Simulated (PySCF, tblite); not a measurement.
# C₉H₇N₃Si: excited states

What do calculations give for the excited states of C₉H₇N₃Si (`N#CC(C#N)=C(C#N)/C=C/C=C/[SiH3]`)?

Programs: tblite 0.8.0 and PySCF 2.14.0, with routines of our own; each step states its level. All values are computed. Atoms count from 0.

## (1) The system as given

20 atoms, charge 0, multiplicity 1; geometry from: force field or distance geometry start.

## (2) Optimising the geometry with GFN2-xTB

Job settings and geometry (Å):

```
{"job": {"kind": "relax", "xc": "GFN2-xTB", "basis": "xTB"}, "charge": 0, "multiplicity": 1}
N     -3.086600     1.408300     2.726800
C     -3.205300     0.943100     1.663900
C     -3.283400     0.351000     0.381900
C     -4.606600     0.232500    -0.172500
N     -5.676000     0.119900    -0.593400
C     -2.200000    -0.056900    -0.305600
C     -2.360700    -0.634000    -1.609700
N     -2.485900    -1.101700    -2.653700
C     -0.820100     0.057500     0.224000
C      0.295800    -0.328700    -0.399500
C      1.610900    -0.177900     0.184600
C      2.728900    -0.568300    -0.441800
Si     4.435500    -0.417100     0.224300
H     -0.706900     0.502500     1.210400
H      0.269600    -0.769900    -1.393400
H      1.667700     0.273700     1.190700
H      2.697300    -1.010100    -1.427400
H      5.053400    -1.770600     0.307100
H      5.251900     0.429200    -0.689100
H      4.415500     0.202800     1.569200
```

The run is started by

```console
OMP_NUM_THREADS=1 python excited_run.py task.json out
```

This one command runs all jobs of the session in turn.

Log:

```text
step      E/eV     max force
  0    -901.61807    2.387
  1    -901.56231    7.479
  2    -901.73365    1.595
  3    -901.77372    0.695
  4    -901.78681    0.938
  5    -901.79115    0.876
  6    -901.80371    0.276
  7    -901.80860    0.307
  8    -901.80976    0.581
  9    -901.81311    0.235
 10    -901.81458    0.147
 11    -901.81590    0.112
 12    -901.81673    0.081
 13    -901.81739    0.074
 14    -901.81794    0.056
 15    -901.81827    0.039
 16    -901.81847    0.032
 17    -901.81861    0.037
 18    -901.81875    0.037
 19    -901.81891    0.033
 20    -901.81911    0.035
 21    -901.81934    0.039
 22    -901.81961    0.040
 23    -901.81991    0.050
 24    -901.82022    0.049
 25    -901.82048    0.035
 26    -901.82064    0.022
 27    -901.82073    0.020
 28    -901.82079    0.018
 29    -901.82083    0.015
 30    -901.82086    0.012
 31    -901.82088    0.009
```

It took 0.37 s on 1 thread of Arm Neoverse V1, shared host.

Along the way: (the energy doesn't fall at every step)

| step | energy from step 0 (eV) | largest force (eV/Å) |
| --- | --- | --- |
| 0 | 0.0000 | 2.3870 |
| 1 | 0.0558 | 7.4788 |
| 2 | -0.1156 | 1.5952 |
| 3 | -0.1557 | 0.6951 |
| 4 | -0.1687 | 0.9380 |
| 5 | -0.1731 | 0.8762 |
| 6 | -0.1856 | 0.2758 |
| 7 | -0.1905 | 0.3071 |
| 8 | -0.1917 | 0.5814 |
| 9 | -0.1950 | 0.2351 |
| 10 | -0.1965 | 0.1468 |
| 11 | -0.1978 | 0.1115 |
| 12 | -0.1987 | 0.0807 |
| 13 | -0.1993 | 0.0741 |
| 14 | -0.1999 | 0.0557 |
| 15 | -0.2002 | 0.0388 |
| 16 | -0.2004 | 0.0322 |
| 17 | -0.2005 | 0.0374 |
| 18 | -0.2007 | 0.0375 |
| 19 | -0.2008 | 0.0332 |
| 20 | -0.2010 | 0.0347 |
| 21 | -0.2013 | 0.0390 |
| 22 | -0.2015 | 0.0404 |
| 23 | -0.2018 | 0.0498 |
| 24 | -0.2021 | 0.0488 |
| 25 | -0.2024 | 0.0351 |
| 26 | -0.2026 | 0.0222 |
| 27 | -0.2027 | 0.0203 |
| 28 | -0.2027 | 0.0176 |
| 29 | -0.2028 | 0.0150 |
| 30 | -0.2028 | 0.0117 |
| 31 | -0.2028 | 0.0095 |

Close pairs (by a distance rule), those that changed most:

| bond | before (Å) | after (Å) | change (Å) |
| --- | --- | --- | --- |
| C5–C8 | 1.482 | 1.429 | -0.053 |
| C11–Si12 | 1.838 | 1.883 | +0.045 |
| C2–C5 | 1.346 | 1.376 | +0.029 |
| C2–C3 | 1.440 | 1.410 | -0.029 |
| Si12–H17 | 1.490 | 1.463 | -0.027 |
| Si12–H18 | 1.489 | 1.463 | -0.026 |
| C10–H15 | 1.104 | 1.083 | -0.022 |
| N0–C1 | 1.166 | 1.147 | -0.019 |

The final coordinates are the input of the step that follows.

## (3) Infrared spectrum with GFN2-xTB

Job settings and geometry (Å):

```
{"job": {"kind": "ir", "xc": "GFN2-xTB", "basis": "xTB"}, "charge": 0, "multiplicity": 1}
N     -3.135009     1.406981     2.706771
C     -3.198471     0.934703     1.663566
C     -3.269875     0.354228     0.380242
C     -4.565312     0.223454    -0.162146
N     -5.625955     0.126469    -0.585978
C     -2.143009    -0.055938    -0.293816
C     -2.303453    -0.628915    -1.581736
N     -2.417298    -1.092686    -2.622718
C     -0.825780     0.071063     0.245813
C      0.294358    -0.325775    -0.402331
C      1.602773    -0.190517     0.155095
C      2.725237    -0.577798    -0.471690
Si     4.462300    -0.413022     0.236747
H     -0.752690     0.514237     1.231310
H      0.217865    -0.768806    -1.388546
H      1.662545     0.252798     1.141091
H      2.620118    -1.016567    -1.457727
H      5.037941    -1.755865     0.318733
H      5.234881     0.429016    -0.677250
H      4.373685     0.198166     1.561533
```

Log:

```text
mode    cm-1     km/mol
  1      35.4      0.53
  2      47.9      0.56
  3      54.0      0.01
  4      70.7      2.45
  5      92.3      3.11
  6     100.0      2.16
  7     116.9      9.70
  8     137.7      0.75
  9     144.7     16.44
 10     227.1      5.96
 11     233.3      0.13
 12     238.2      1.69
 13     261.7      0.14
 14     327.2      1.68
 15     385.0      0.94
 16     431.2      0.38
 17     443.7      8.16
 18     487.1      0.61
 19     524.4      0.08
 20     530.0     45.65
 21     542.6     51.41
 22     565.8     29.89
 23     579.5      0.45
 24     632.1      0.63
 25     737.0      8.25
 26     742.8     16.25
 27     768.4    133.63
 28     774.0    549.22
 29     774.4    175.90
 30     812.9    289.28
 31     818.7      0.21
 32     957.6      1.06
 33     979.2      0.29
 34    1025.2     30.00
 35    1147.5     53.64
 36    1194.6     16.45
 37    1215.0     17.23
 38    1263.4     14.48
 39    1284.9      4.89
 40    1306.5     34.63
 41    1312.9     23.78
 42    1500.6    363.13
 43    1576.4    143.24
 44    1606.0      9.92
 45    2268.8    367.72
 46    2271.6    254.19
 47    2285.3    244.52
 48    2337.1    169.76
 49    2365.5    210.99
 50    2375.9    188.70
 51    3029.4     19.50
 52    3048.0      1.10
 53    3058.0     17.02
 54    3069.3     43.02
```

Run time: 1.2 s. Hardware: 1 thread of Arm Neoverse V1, shared host.

Which atoms move in the most intense modes:

| cm⁻¹ | km/mol | atoms |
| --- | --- | --- |
| 774 | 549.2 | H18 34 %, H17 32 %, H19 23 % |
| 813 | 289.3 | C11 37 %, Si12 22 %, H16 14 % |
| 1501 | 363.1 | C5 45 %, C2 39 % |
| 2269 | 367.7 | H18 50 %, H17 46 % |
| 2272 | 254.2 | H17 51 %, H18 47 % |
| 2285 | 244.5 | H19 97 % |
| 2366 | 211.0 | C3 25 %, C6 21 %, N4 16 %, C1 15 % |
| 2376 | 188.7 | C6 39 %, N7 25 %, C1 11 % |

## (4) Excited states: TDA CAM-B3LYP/def2-SVP

The job, as its differences from that of step 3:

```diff
@@ -1,2 +1,2 @@
-{"job": {"kind": "ir", "xc": "GFN2-xTB", "basis": "xTB"}, "charge": 0, "multiplicity": 1}
+{"job": {"kind": "states", "xc": "CAM-B3LYP", "basis": "def2-SVP", "tda": true, "soc": true, "nstates": 5, "ntriplets": 6, "nquad": 4}, "charge": 0, "multiplicity": 1}
 N     -3.135009     1.406981     2.706771
```

With the program's defaults for keys left out, this is: TDA CAM-B3LYP/def2-SVP excited states, vertical, gas phase, spin-orbit mean-field couplings.

Log:

```text
coarse grid: 18928 points
cycle   1  E = -799.7056887348  dE =  2.337e+00  |g| = 9.083e-01  |ddm| = 5.886e+00
cycle   2  E = -799.0770749425  dE =  6.286e-01  |g| = 1.933e+00  |ddm| = 2.644e+00
cycle   3  E = -799.9223324969  dE = -8.453e-01  |g| = 6.053e-02  |ddm| = 1.735e+00
cycle   4  E = -799.9232102034  dE = -8.777e-04  |g| = 4.397e-02  |ddm| = 1.555e-01
cycle   5  E = -799.9236638130  dE = -4.536e-04  |g| = 1.340e-02  |ddm| = 5.829e-02
cycle   6  E = -799.9237068538  dE = -4.304e-05  |g| = 6.339e-03  |ddm| = 2.023e-02
cycle   7  E = -799.9237176111  dE = -1.076e-05  |g| = 2.162e-03  |ddm| = 7.718e-03
cycle   8  E = -799.9237191309  dE = -1.520e-06  |g| = 8.194e-04  |ddm| = 3.369e-03
final grid: 183384 points
cycle   9  E = -800.0554208721  dE = -3.450e-05  |g| = 2.687e-03  |ddm| = 4.392e-02
cycle  10  E = -800.0554214163  dE = -5.442e-07  |g| = 2.476e-03  |ddm| = 7.198e-03
cycle  11  E = -800.0554229778  dE = -1.561e-06  |g| = 7.047e-04  |ddm| = 2.998e-03
cycle  12  E = -800.0554230723  dE = -9.456e-08  |g| = 2.899e-04  |ddm| = 7.550e-04
cycle  13  E = -800.0554230873  dE = -1.493e-08  |g| = 1.302e-04  |ddm| = 3.560e-04
cycle  14  E = -800.0554230916  dE = -4.321e-09  |g| = 3.272e-05  |ddm| = 1.574e-04
cycle  15  E = -800.0554230918  dE = -2.465e-10  |g| = 1.210e-05  |ddm| = 4.457e-05
converged SCF energy = -800.0554230918

Singlet excitations
state   eV       nm        f     d(h-e)  d(exc)  Lambda  PR(NTO)  |dmu|/D   mu/D   main configurations
  1   4.0326   307.5   1.55714   1.597   4.220   0.787   1.081    4.164   10.618   H->L 0.93
  2   5.3117   233.4   0.20017   0.647   4.316   0.775   1.332    1.557    4.959   H-1->L 0.80, H->L+1 0.10
  3   5.5022   225.3   0.00000   1.466   3.767   0.351   1.064    4.930    1.663   H-3->L 0.88
  4   5.6237   220.5   0.00258   2.097   4.356   0.368   1.107    7.273   13.730   H-2->L 0.75, H-7->L 0.10, H-2->L+1 0.09
  5   5.8177   213.1   0.00005   0.990   3.654   0.410   1.145                     H-7->L 0.63, H-8->L 0.14

Triplet excitations (Tamm-Dancoff)
state   eV     d(h-e)  d(exc)  Lambda  PR(NTO)   main configurations
  1   1.8234   0.264   3.699   0.791   1.105   H->L 0.91
  2   3.3159   0.016   3.069   0.773   1.881   H-1->L 0.60, H->L+1 0.31
  3   4.6402   0.796   3.211   0.683   1.877   H-4->L 0.24, H->L+1 0.20, H-1->L+1 0.16
  4   4.9511   0.831   3.957   0.710   1.882   H->L+1 0.35, H-1->L 0.17, H-4->L 0.10
  5   5.2226   2.246   4.154   0.372   1.063   H-2->L 0.75, H-2->L+1 0.17
  6   5.2750   1.261   3.602   0.356   1.157   H-3->L 0.82
S1 - T1 = 2.2092 eV

Spin-orbit couplings |<S|Hso|T>| (cm-1)
             T1       T2       T3       T4       T5       T6
S0        0.016    0.029    0.051    0.019    2.589    8.576
S1        0.007    0.007    0.026    0.008    4.890    3.290
S2        0.010    0.004    0.013    0.005    3.287    8.021
S3        3.079    4.216    3.841    1.764    0.799    0.171
S4        3.032    2.413    2.153    4.421    0.850    1.184
S5        4.230    5.772    5.663    2.314    1.600    1.922
T1 sublevels (cm-1): 0.000 0.001 0.001   radiative rates (1/s): 0.00059 0.000232 9.28e-05
```

It took 88 s on 1 thread of Arm Neoverse V1, shared host; peak memory 1.1 GiB.

From this job:

| quantity | value |
| --- | --- |
| S1 less T1 | 2.21 eV |

## (5) What came out

| quantity | value |
| --- | --- |
| strongest single infrared mode (GFN2-xTB) | 774 cm⁻¹, 549 km/mol |
| zero-point energy (GFN2-xTB) | 78.8 kcal/mol |
| S1 less T1 (step 4, TDA CAM-B3LYP/def2-SVP) | 2.21 eV |

All 54 modes are real, so the xTB geometry is a minimum. GFN2-xTB is a fitted tight-binding method: band positions and strengths are rough. Its intensities can rank the bands wrongly. In step 4, the number of triplets below S1 is 2, and the largest singlet-triplet spin-orbit coupling is S0–T6, 8.58 cm⁻¹.
